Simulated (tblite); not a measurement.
# H8N4O2Si2: the cost of one run

Programs: tblite 0.8.0 and PySCF 2.14.0. All values are calculated, for the isolated system unless a continuum is named. Atoms count from 0, parts from 1.

## 1. Starting point

16 atoms, charge 0, multiplicity 1; geometry: distance geometry start.

## 2. Geometry optimisation with GFN2-xTB

The job: settings as JSON, then the geometry in Å.

```
{"job": {"kind": "relax", "xc": "GFN2-xTB", "basis": "xTB"}, "charge": 0, "multiplicity": 1}
N      1.762961     2.711809    -0.032855
Si     1.880964     0.994569    -0.525087
N      3.169212     0.556896    -1.686952
O      1.808400    -0.127308     0.880636
Si     0.183882    -0.794489     0.379372
N     -1.102969    -0.353907     1.564337
N      0.280656    -2.531385    -0.097922
O      0.265824     0.336731    -1.011859
H      0.974945     3.262248    -0.372953
H      2.157455     2.983396     0.872013
H      3.025906     0.787903    -2.682037
H      3.722280    -0.298414    -1.505231
H     -1.883239     0.139127     1.195228
H     -0.840675    -0.149587     2.509122
H      0.370289    -3.216248     0.615733
H      0.721868    -2.732107    -0.989123
```

Level: GFN2-xTB geometry optimisation, gas phase.

Command:

```bash
OMP_NUM_THREADS=1 python cluster_run.py task.json out
```

This one command runs all jobs of the session in turn.

Q: Estimate the wall time of this first job on 1 thread of Intel Xeon Platinum 8175M at 2.50GHz, shared host.

About 7.5 s.
